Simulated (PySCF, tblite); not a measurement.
**C4H10N2SeSi: geometry, infrared bands and NMR shifts**

Aim: predict the infrared bands and NMR shifts of C4H10N2SeSi (`CNC[Si@@](C)([SeH])C#N`).

Programs: tblite 0.8.0 and PySCF 2.14.0, with density-fitted response routines of our own. Each step states its level of theory. These are calculated values for one molecule in the gas phase, unless marked as measured. Atoms are numbered from 0 throughout.

## (1) The starting structure

18 atoms, charge 0, multiplicity 1; geometry from: force field or distance geometry start.

Bonds of the start (Å): C0–N1 1.49, N1–C2 1.44, C2–Si3 1.87, Si3–C4 1.89, Si3–Se5 2.29, Si3–C6 1.79, C6–N7 1.15, C0–H8 1.12, C0–H9 1.08, C0–H10 1.11, N1–H11 1.05, C2–H12 1.11, C2–H13 1.11, C4–H14 1.11, C4–H15 1.11, C4–H16 1.10, Se5–H17 1.54.

## (2) Optimising the geometry with GFN2-xTB

What the job is given:

```
{"job": {"kind": "relax", "xc": "GFN2-xTB", "basis": "xTB"}, "charge": 0, "multiplicity": 1}
C      2.822400     0.293500    -0.430000
N      1.397900     0.591100    -0.735300
C      0.648300    -0.144900     0.246200
Si    -1.197200     0.083200     0.054000
C     -1.979200    -1.229200     1.174100
Se    -1.696300     2.116200     0.972100
C     -1.776000    -0.070600    -1.635100
N     -2.146700    -0.158000    -2.715900
H      3.219400     1.165900     0.153400
H      3.394600     0.042600    -1.311200
H      2.822500    -0.574200     0.266800
H      1.152400     0.245900    -1.693100
H      0.876200    -1.234300     0.259900
H      0.926300     0.243200     1.243400
H     -1.683500    -0.982400     2.219100
H     -3.083900    -1.211500     1.141400
H     -1.564900    -2.223500     0.941800
H     -2.141100     3.053200    -0.163200
```

Run with:

```sh
$ OMP_NUM_THREADS=1 python probes_run.py task.json out
```

One launch serves the whole session: the jobs run in the order shown.

Output:

```text
step      E/eV     max force
  0    -662.04432    2.037
  1    -662.17582    3.964
  2    -662.18896    3.305
  3    -662.32509    0.587
  4    -662.35039    0.443
  5    -662.38815    0.871
  6    -662.41632    0.597
  7    -662.43609    0.383
  8    -662.44914    0.328
  9    -662.46294    0.554
 10    -662.47652    0.538
 11    -662.48934    0.348
 12    -662.49947    0.291
 13    -662.50530    0.254
 14    -662.50916    0.181
 15    -662.51427    0.263
 16    -662.52060    0.280
 17    -662.52808    0.263
 18    -662.53734    0.290
 19    -662.54970    0.354
 20    -662.56354    0.377
 21    -662.57615    0.329
 22    -662.58661    0.213
 23    -662.59336    0.237
 24    -662.59872    0.256
 25    -662.60397    0.200
 26    -662.60810    0.171
 27    -662.61100    0.142
 28    -662.61344    0.130
 29    -662.61623    0.162
 30    -662.61994    0.237
 31    -662.62417    0.190
 32    -662.62773    0.144
 33    -662.63233    0.185
 34    -662.63838    0.295
 35    -662.64522    0.308
 36    -662.65153    0.260
 37    -662.65608    0.169
 38    -662.65870    0.197
 39    -662.66108    0.151
 40    -662.66297    0.114
 41    -662.66423    0.095
 42    -662.66554    0.130
 43    -662.66663    0.106
 44    -662.66737    0.059
 45    -662.66786    0.052
 46    -662.66835    0.075
 47    -662.66881    0.078
 48    -662.66919    0.047
 49    -662.66950    0.038
 50    -662.66987    0.064
 51    -662.67037    0.090
 52    -662.67099    0.087
 53    -662.67166    0.056
 54    -662.67235    0.063
 55    -662.67316    0.086
 56    -662.67408    0.093
 57    -662.67489    0.058
 58    -662.67545    0.050
 59    -662.67594    0.054
 60    -662.67653    0.084
 61    -662.67732    0.083
 62    -662.67820    0.070
 63    -662.67892    0.071
 64    -662.67949    0.073
 65    -662.68025    0.073
 66    -662.68111    0.080
 67    -662.68200    0.088
 68    -662.68271    0.086
 69    -662.68351    0.062
 70    -662.68428    0.071
 71    -662.68513    0.084
 72    -662.68590    0.097
 73    -662.68683    0.095
 74    -662.68800    0.101
 75    -662.68987    0.152
 76    -662.69125    0.225
 77    -662.69639    0.162
 78    -662.70100    0.184
 79    -662.70808    0.377
 80    -662.71243    0.246
 81    -662.70993    0.460
 82    -662.71809    0.188
 83    -662.72016    0.295
 84    -662.72417    0.253
 85    -662.72639    0.169
 86    -662.73179    0.238
 87    -662.73565    0.227
 88    -662.73853    0.293
 89    -662.74269    0.133
 90    -662.74612    0.136
 91    -662.74856    0.141
 92    -662.75250    0.212
 93    -662.75681    0.235
 94    -662.76133    0.230
 95    -662.76500    0.177
 96    -662.76853    0.187
 97    -662.77127    0.142
 98    -662.77369    0.081
 99    -662.77496    0.135
100    -662.77599    0.093
101    -662.77659    0.069
102    -662.77726    0.085
103    -662.77822    0.085
104    -662.77937    0.101
105    -662.78036    0.065
106    -662.78169    0.077
107    -662.78332    0.106
108    -662.78523    0.135
109    -662.78694    0.124
110    -662.78849    0.157
111    -662.79039    0.118
112    -662.79300    0.160
113    -662.79625    0.151
114    -662.79843    0.175
115    -662.80004    0.261
116    -662.80113    0.135
117    -662.80301    0.151
118    -662.80410    0.083
119    -662.80539    0.161
120    -662.80636    0.146
121    -662.80766    0.180
122    -662.80923    0.120
123    -662.81062    0.108
124    -662.81201    0.170
125    -662.81379    0.211
126    -662.81556    0.222
127    -662.81706    0.165
128    -662.81797    0.114
129    -662.81847    0.055
130    -662.81874    0.041
131    -662.81907    0.046
132    -662.81954    0.051
133    -662.82027    0.060
134    -662.82123    0.062
135    -662.82224    0.058
136    -662.82309    0.064
137    -662.82373    0.103
138    -662.82429    0.144
139    -662.82496    0.062
140    -662.82618    0.071
141    -662.82685    0.092
142    -662.82753    0.105
143    -662.82806    0.056
144    -662.82855    0.044
145    -662.82899    0.035
146    -662.82925    0.029
147    -662.82941    0.023
148    -662.82953    0.027
149    -662.82964    0.027
150    -662.82981    0.035
151    -662.83004    0.073
152    -662.83035    0.114
153    -662.83068    0.131
154    -662.83095    0.119
155    -662.83114    0.078
156    -662.83127    0.031
157    -662.83134    0.013
158    -662.83137    0.016
159    -662.83139    0.014
160    -662.83141    0.009
```

Run time: 1.5 s. Hardware: 1 thread of Arm Neoverse V1, shared host.

The steps of the relaxation: (not every step is listed)

```csv
step,energy from step 0 (eV),largest force (eV/Å)
0,0.0000,2.0371
1,-0.1315,3.9643
2,-0.1446,3.3051
3,-0.2808,0.5873
4,-0.3061,0.4433
5,-0.3438,0.8708
6,-0.3720,0.5965
7,-0.3918,0.3831
8,-0.4048,0.3278
22,-0.5423,0.2127
36,-0.6072,0.2595
50,-0.6255,0.0636
64,-0.6352,0.0725
78,-0.6567,0.1842
92,-0.7082,0.2121
106,-0.7374,0.0771
120,-0.7620,0.1455
134,-0.7769,0.0616
148,-0.7852,0.0269
155,-0.7868,0.0778
156,-0.7870,0.0310
157,-0.7870,0.0128
158,-0.7871,0.0156
159,-0.7871,0.0143
160,-0.7871,0.0094
```

Distances of close pairs at the start and the end, largest changes first:

```csv
bond,before (Å),after (Å),change (Å)
Se5–H17,1.538,1.443,-0.095
Si3–C6,1.792,1.880,+0.088
C2–Si3,1.869,1.921,+0.051
C0–N1,1.487,1.451,-0.035
C0–H8,1.122,1.090,-0.032
N1–H11,1.047,1.017,-0.030
C4–H14,1.114,1.086,-0.028
C4–H15,1.105,1.086,-0.020
```

The final coordinates are the input of the step that follows.

## (3) Infrared spectrum with GFN2-xTB

What the job is given:

```
{"job": {"kind": "ir", "xc": "GFN2-xTB", "basis": "xTB"}, "charge": 0, "multiplicity": 1}
C      2.687742     0.770438    -0.358685
N      1.253330     0.699788    -0.568814
C      0.610608    -0.414654     0.107720
Si    -1.288760    -0.128355     0.088803
C     -2.289658    -1.065284     1.400319
Se    -1.466333     2.144972     0.243168
C     -1.859583    -0.704041    -1.607492
N     -2.179349    -1.032897    -2.656953
H      2.876753     0.932671     0.702777
H      3.083721     1.616897    -0.917303
H      3.216969    -0.139495    -0.671446
H      1.058855     0.642813    -1.565457
H      0.874837    -1.387013    -0.328658
H      0.963117    -0.419207     1.141532
H     -1.987418    -0.772971     2.401703
H     -3.346046    -0.838432     1.293102
H     -2.166286    -2.139619     1.306968
H     -0.051258     2.240706    -0.022940
```

Output:

```text
mode    cm-1     km/mol
  1      41.2      5.41
  2      74.1      4.20
  3      82.2      6.39
  4      94.8      0.04
  5     109.3      1.94
  6     124.2      1.57
  7     129.8      2.42
  8     174.7      6.45
  9     224.5      2.45
 10     263.8      2.00
 11     302.2      1.17
 12     318.2      0.87
 13     353.8     33.95
 14     359.4     24.09
 15     381.4     33.15
 16     589.3     49.42
 17     619.2     54.25
 18     710.6     37.65
 19     765.4     55.18
 20     783.3     47.89
 21     830.4    181.02
 22     834.3     77.51
 23     873.6     81.39
 24     986.8      4.79
 25    1078.1     30.84
 26    1127.3     10.09
 27    1159.3      9.77
 28    1227.8     32.95
 29    1275.6      5.65
 30    1362.5     13.76
 31    1394.7     12.28
 32    1420.1      6.32
 33    1463.4      1.04
 34    1469.3      0.67
 35    1471.1      3.75
 36    1485.5      5.65
 37    1494.8      3.40
 38    1989.5     20.82
 39    2341.8     42.02
 40    2865.8     56.62
 41    2894.6    104.29
 42    2966.2     23.60
 43    3007.3     25.91
 44    3023.9     27.86
 45    3038.7     10.33
 46    3044.7     10.27
 47    3046.2     22.53
 48    3344.8     11.87
```

It took 0.82 s on 1 thread of Arm Neoverse V1, shared host.

Which atoms move in the most intense modes:

```
cm⁻¹  km/mol                                  atoms
 589    49.4             Si3 37 %, N7 26 %, C6 18 %
 619    54.2                               H17 86 %
 765    55.2   H13 20 %, C4 17 %, Si3 16 %, C2 13 %
 830   181.0            H14 29 %, H16 27 %, C4 14 %
 834    77.5  H15 39 %, C4 14 %, H14 12 %, Si3 12 %
 874    81.4                      H11 47 %, N1 11 %
2866    56.6                               H12 91 %
2895   104.3                               H10 92 %
```

## (4) NMR shieldings: PBE0/pcSseg-1

Settings changed since step 3:

```diff
@@ -1,2 +1,2 @@
-{"job": {"kind": "ir", "xc": "GFN2-xTB", "basis": "xTB"}, "charge": 0, "multiplicity": 1}
+{"job": {"kind": "nmr", "xc": "PBE0", "basis": "pcSseg-1"}, "charge": 0, "multiplicity": 1}
 C      2.687742     0.770438    -0.358685
```

With the program's defaults for keys left out, this is: GIAO PBE0/pcSseg-1 NMR shielding, non-relativistic, gas phase.

Output:

```text
coarse grid: 69424 points
cycle   1  E = -2957.9268765775  dE = -3.042e-01  |g| = 8.143e-01  |ddm| = 3.966e+00
cycle   2  E = -2957.8322732579  dE =  9.460e-02  |g| = 8.998e-01  |ddm| = 1.016e+00
cycle   3  E = -2957.9565331626  dE = -1.243e-01  |g| = 4.676e-01  |ddm| = 8.047e-01
cycle   4  E = -2958.0018674056  dE = -4.533e-02  |g| = 8.280e-02  |ddm| = 2.718e-01
cycle   5  E = -2958.0032494545  dE = -1.382e-03  |g| = 2.100e-02  |ddm| = 7.612e-02
cycle   6  E = -2958.0033453438  dE = -9.589e-05  |g| = 5.950e-03  |ddm| = 2.316e-02
cycle   7  E = -2958.0033525984  dE = -7.255e-06  |g| = 1.511e-03  |ddm| = 6.068e-03
final grid: 145536 points
cycle   8  E = -2958.0033395250  dE =  2.750e-07  |g| = 1.919e-03  |ddm| = 3.533e-03
cycle   9  E = -2958.0033387373  dE =  7.877e-07  |g| = 2.688e-03  |ddm| = 3.762e-03
cycle  10  E = -2958.0033403310  dE = -1.594e-06  |g| = 3.247e-04  |ddm| = 2.225e-03
cycle  11  E = -2958.0033403534  dE = -2.238e-08  |g| = 8.851e-05  |ddm| = 2.478e-04
cycle  12  E = -2958.0033403551  dE = -1.636e-09  |g| = 1.488e-05  |ddm| = 6.378e-05
cycle  13  E = -2958.0033403551  dE = -4.866e-11  |g| = 1.842e-06  |ddm| = 1.277e-05
converged SCF energy = -2958.0033403551

GIAO shielding tensors (ppm)
atom      isotropic    diamagn.    paramagn.     s11        s22        s33       span
  0 C      144.628     243.692     -99.064    122.165    125.548    186.172     64.008
  1 N      217.513     321.828    -104.316    186.839    215.766    249.932     63.093
  2 C      146.260     254.603    -108.343    128.793    137.070    172.916     44.122
  3 Si     348.982     879.781    -530.799    291.443    355.313    400.189    108.746
  4 C      185.696     253.157     -67.461    173.162    189.075    194.852     21.690
  5 Se    2258.834    3003.530    -744.696   2038.164   2203.371   2534.966    496.802
  6 C       59.580     264.285    -204.705    -58.492    -53.807    291.041    349.533
  7 N      -90.848     338.494    -429.342   -283.171   -268.592    279.218    562.389
  8 H       29.353      29.359      -0.006     24.869     27.502     35.688     10.818
  9 H       28.656      28.102       0.554     23.706     26.208     36.054     12.348
 10 H       28.942      28.549       0.392     24.230     26.319     36.276     12.046
 11 H       31.706      35.826      -4.120     23.051     32.511     39.555     16.504
 12 H       29.091      33.521      -4.430     25.170     27.545     34.557      9.387
 13 H       30.262      34.196      -3.934     25.778     29.546     35.462      9.684
 14 H       31.297      30.108       1.189     26.523     29.103     38.266     11.743
 15 H       30.733      26.998       3.735     25.997     28.535     37.667     11.670
 16 H       31.120      29.467       1.653     26.228     28.157     38.976     12.749
 17 H       26.830      31.722      -4.892     12.608     22.148     45.734     33.126
```

It took 51 s on 1 thread of Arm Neoverse V1, shared host; peak memory 1.1 GiB.

The references, computed at this level on geometries of the same kind, shield at (ppm): 1H TMS 31.72, 13C TMS 186.9, 29Si TMS 349.2, 15N NH3 267.7, 77Se Me2Se 1758. Their shielding less the atom's gives the shift. The references are single molecules in the gas phase, so shifts against H2O, NH3, PH3, H3PO4 or CFCl3 are not on the usual liquid scales and can be off by tens of ppm. Atoms listed in one row are averaged.

```
        atoms                                environment  σ (ppm)  δ (ppm)
           C6                             nitrile carbon     59.6    127.3
           C0                  methyl carbon bonded to N    144.6     42.3
           C2                 sp3 CH2 bonded to N and Si    146.3     40.7
           C4                 methyl carbon bonded to Si    185.7      1.2
          H17        hydrogen on a selenium bonded to Si    26.83     4.89
  H8, H9, H10    hydrogen on a methyl carbon bonded to N    28.98     2.73
          H12  hydrogen on an sp3 CH2 bonded to N and Si    29.09     2.63
          H13  hydrogen on an sp3 CH2 bonded to N and Si    30.26     1.45
H14, H15, H16   hydrogen on a methyl carbon bonded to Si    31.05     0.67
          H11              hydrogen on an amine nitrogen    31.71     0.01
           N7                           nitrile nitrogen    -90.8    358.6
           N1                             amine nitrogen    217.5     50.2
          Si3                  silicon bonded to 3 C, Se    349.0      0.2
          Se5                   selenium bonded to Si, H     2259     -501
```

The run also stored atomic charges by several schemes (e):

| atoms | Mulliken | IAO | Hirshfeld | ESP fit |
| --- | --- | --- | --- | --- |
| C0 | -0.11 | -0.30 | -0.07 | -0.11 |
| N1 | -0.56 | -0.39 | -0.13 | -0.32 |
| C2 | -0.35 | -0.42 | -0.11 | -0.29 |
| Si3 | 1.04 | 0.91 | 0.38 | 0.38 |
| C4 | -0.62 | -0.71 | -0.20 | -0.45 |
| Se5 | -0.46 | -0.26 | -0.12 | -0.28 |
| C6 | -0.22 | -0.17 | -0.05 | 0.18 |
| N7 | -0.21 | -0.20 | -0.21 | -0.40 |

Mayer bond orders: C0–N1 0.98, N1–C2 0.96, C2–Si3 0.89, Si3–C4 1.00, Si3–Se5 1.03, Si3–C6 0.78, C6–N7 2.92.

## (5) Summary of results

```
                                                              quantity                                   value
                             strongest single infrared mode (GFN2-xTB)                    830 cm⁻¹, 181 km/mol
                                          zero-point energy (GFN2-xTB)                           84.4 kcal/mol
                                13C shifts against TMS (PBE0/pcSseg-1)              127.3, 42.3, 40.7, 1.2 ppm
1H shifts against TMS (PBE0/pcSseg-1, means over atoms taken as alike)  4.89, 2.73, 2.63, 1.45, 0.67, 0.01 ppm
                                15N shifts against NH3 (PBE0/pcSseg-1)                         358.6, 50.2 ppm
                               29Si shifts against TMS (PBE0/pcSseg-1)                                 0.2 ppm
                             77Se shifts against Me2Se (PBE0/pcSseg-1)                                -501 ppm
```

Relaxing lowered the energy by 0.787 eV in 160 steps; the close pair that moved most is Se5–H17, from 1.538 to 1.443 Å. All 48 modes are real, so the xTB geometry is a minimum. Unscaled tight-binding wavenumbers are off by several per cent, some by more. Its intensities can rank the bands wrongly. At PBE0/pcSseg-1: The largest span, 562 ppm, is at N7, where the paramagnetic term is -429 ppm. Spin-orbit coupling is left out, which matters for shieldings and couplings at and beside the heavy atoms.
